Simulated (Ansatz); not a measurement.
# F2H4SeSi (built from SMILES F[SiH2]F.[SeH2]): a saddle search

Does the minimum-mode search get back to a saddle from here?

Program: Ansatz 0.2.0, Gaussian basis. Level of theory: BLYP-D4/def2-SVP. These are calculated values, not measurements.

## 1. Starting geometry

The start, a known saddle point with all atoms moved at random by about 0.06 Å a coordinate: 8 atoms, charge 0, spin multiplicity 1.

Atoms are counted from 1 here; the program's logs count them from 0.

Bond lengths: Si1–F3 1.589 Å, Si1–F4 1.635 Å, Si1–H5 1.483 Å, Si1–Se7 2.463 Å, H6–Se7 1.808 Å, Se7–H8 1.536 Å. Angles: F3–Si1–F4 97.5°, F3–Si1–H5 125.7°, F3–Si1–Se7 92.8°, F4–Si1–H5 96.0°, F4–Si1–Se7 161.3°, H5–Si1–Se7 90.6°, Si1–Se7–H6 44.4°, Si1–Se7–H8 97.5°, H6–Se7–H8 87.5°.

Coordinates:

| atom | x (Å) | y (Å) | z (Å) |
| --- | --- | --- | --- |
| Si1 | -0.32409 | -0.49850 | -0.35412 |
| H2 | -0.72799 | -0.11669 | 1.27390 |
| F3 | -0.80345 | 0.53438 | -1.46288 |
| F4 | -1.73544 | -1.30766 | -0.19174 |
| H5 | 0.51434 | -1.69762 | -0.59466 |
| H6 | 0.23552 | 0.23998 | 1.09946 |
| Se7 | 1.68040 | 0.82778 | 0.18438 |
| H8 | 1.01698 | 2.21336 | 0.16136 |

## 2. The search

Contents of run/in.yaml:

```yaml
crystal:
  periodic: [false, false, false]
  atoms:
    - {symbol: Si, position_ang: [-0.324088, -0.498498, -0.354117]}
    - {symbol: H, position_ang: [-0.727995, -0.116693, 1.273900]}
    - {symbol: F, position_ang: [-0.803448, 0.534376, -1.462883]}
    - {symbol: F, position_ang: [-1.735435, -1.307663, -0.191739]}
    - {symbol: H, position_ang: [0.514337, -1.697623, -0.594656]}
    - {symbol: H, position_ang: [0.235517, 0.239979, 1.099458]}
    - {symbol: Se, position_ang: [1.680404, 0.827775, 0.184376]}
    - {symbol: H, position_ang: [1.016976, 2.213358, 0.161364]}
basis:
  gaussian: {orbitals: def2-SVP}
hamiltonian: {xc: {name: BLYP}, dispersion: d4}
saddle:
  f_tol: 0.1
  max_steps: 40
  mode_guess:
    - [0.2521, 0.2825, -0.1489]
    - [0.0974, 0.0355, 0.2385]
    - [-0.0200, 0.0100, -0.1658]
    - [0.2577, 0.1647, 0.1120]
    - [-0.0207, 0.0438, 0.0752]
    - [-0.5374, -0.4616, 0.2224]
    - [-0.0288, -0.0835, -0.2373]
    - [-0.0004, 0.0086, -0.0961]
```

Started as:

```
$ ansatz run in.yaml --threads 4 --pin off --events-out ev --progress --plain --max-ram 9574MiB
```

**Question.** What will these runs give? Wanted: energy change; last largest force; RMSD from the start; RMSD from the known saddle.

The runs gave:

```
                  quantity         value
                     steps             8
             energy change  -20.7 kJ/mol
        last largest force   0.0061 eV/Å
       RMSD from the start       0.089 Å
RMSD from the known saddle       0.062 Å
```

**Reading.** It converged in 8 steps at a force tolerance of 0.1 eV/Å. It is back at the known saddle, up to the shift that another level brings.
